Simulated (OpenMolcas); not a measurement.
**SbH in OpenMolcas, from active space to Ω levels**

Which states of SbH lie lowest, and how does spin–orbit coupling split them?

Method: SA-CASSCF(4,4), XMS-CASPT2, RASSI; ANO-RCC-VTZP; program: OpenMolcas 26.06.

All values are calculated.

## 1. The job

C2 symmetry about the axis (a holds Σ, Δ, Γ; b holds Π, Φ, H; Σ⁺ and Σ⁻ are not told apart); roots by multiplicity and irrep: 3a 1, 1a 3, 3b 4, 5a 1, 1b 4.

Active shells: Sb 5p, H 1s.

Input file m.inp:

```
&GATEWAY
Coord
2
angstrom
Sb 0.0 0.0 0.0
H 0.0 0.0 1.7250
Basis=ANO-RCC-VTZP
Group=XY
RX2C
AMFI
ANGMom
0.0 0.0 0.0
RICD
&SEWARD
&GUESSORB
&RASSCF
FileOrb=$CurrDir/o31.orb
Symmetry=1
Spin=3
nActEl=4 0 0
Inactive=14 10
RAS2=2 2
CIRoot=1 1 1
Linear
Iterations=120 100
OrbListing=Nothing
PRWF=0.15
>>COPY $Project.RasOrb $CurrDir/o31.orb
>>COPY $Project.rasscf.h5 $CurrDir/r31.h5
&CASPT2
XMultistate=all
Imaginary=0.2
IPEA=0.25
MaxIter=40
>>COPY $Project.JobMix JOB001
&RASSCF
FileOrb=$CurrDir/o11.orb
Symmetry=1
Spin=1
nActEl=4 0 0
Inactive=14 10
RAS2=2 2
CIRoot=3 3 1
Linear
Iterations=120 100
OrbListing=Nothing
PRWF=0.15
>>COPY $Project.RasOrb $CurrDir/o11.orb
>>COPY $Project.rasscf.h5 $CurrDir/r11.h5
&CASPT2
XMultistate=all
Imaginary=0.2
IPEA=0.25
MaxIter=40
>>COPY $Project.JobMix JOB002
&RASSCF
FileOrb=$CurrDir/o32.orb
Symmetry=2
Spin=3
nActEl=4 0 0
Inactive=14 10
RAS2=2 2
CIRoot=4 4 1
Linear
Iterations=120 100
OrbListing=Nothing
PRWF=0.15
>>COPY $Project.RasOrb $CurrDir/o32.orb
>>COPY $Project.rasscf.h5 $CurrDir/r32.h5
&CASPT2
XMultistate=all
Imaginary=0.2
IPEA=0.25
MaxIter=40
>>COPY $Project.JobMix JOB003
&RASSCF
FileOrb=$CurrDir/o51.orb
Symmetry=1
Spin=5
nActEl=4 0 0
Inactive=14 10
RAS2=2 2
CIRoot=1 1 1
Linear
Iterations=120 100
OrbListing=Nothing
PRWF=0.15
>>COPY $Project.RasOrb $CurrDir/o51.orb
>>COPY $Project.rasscf.h5 $CurrDir/r51.h5
&CASPT2
XMultistate=all
Imaginary=0.2
IPEA=0.25
MaxIter=40
>>COPY $Project.JobMix JOB004
&RASSCF
FileOrb=$CurrDir/o12.orb
Symmetry=2
Spin=1
nActEl=4 0 0
Inactive=14 10
RAS2=2 2
CIRoot=4 4 1
Linear
Iterations=120 100
OrbListing=Nothing
PRWF=0.15
>>COPY $Project.RasOrb $CurrDir/o12.orb
>>COPY $Project.rasscf.h5 $CurrDir/r12.h5
&CASPT2
XMultistate=all
Imaginary=0.2
IPEA=0.25
MaxIter=40
>>COPY $Project.JobMix JOB005
&RASSI
Nr of JobIphs=5 1 3 4 1 4
1
1 2 3
1 2 3 4
1
1 2 3 4
SpinOrbit
EJob
Omega
MEES
MESO
Properties=4
'AngMom' 3 'Mltpl  1' 1 'Mltpl  1' 2 'Mltpl  1' 3
Thrs=1.0d-4
>>COPY $Project.rassi.h5 $CurrDir/so.h5
```

Each module block was a call of its own in one work directory; start orbitals came from a preliminary run.

Launch:

```
> pymolcas m.inp
```

## 2. CASSCF and CASPT2, block by block

After this run come: From Λ–S states to Ω levels.

Before running it: what results should come out? Wanted: lowest spin-free state; next spin-free state; lowest level; next level; lowering by spin–orbit coupling.

As calculated:

```
                       quantity                          value
         lowest spin-free state                          (1)3Σ
           next spin-free state                (1)1Δ, 0.849 eV
                   lowest level  Ω = 0, 96 % (1)3Σ + 3 % (1)1Σ
                     next level                Ω = 1, 491 cm⁻¹
lowering by spin–orbit coupling                       593 cm⁻¹
```

In words: At 1.725 Å the lowest computed level has Ω = 0 and is 96 % (1)3Σ + 3 % (1)1Σ. The levels that stem mainly from (1)3Σ spread over 491 cm⁻¹. Only the spin multiplicities and numbers of roots in the input were computed, so the list of states is not complete and the lowest one found need not be the ground state; labels number the states computed.
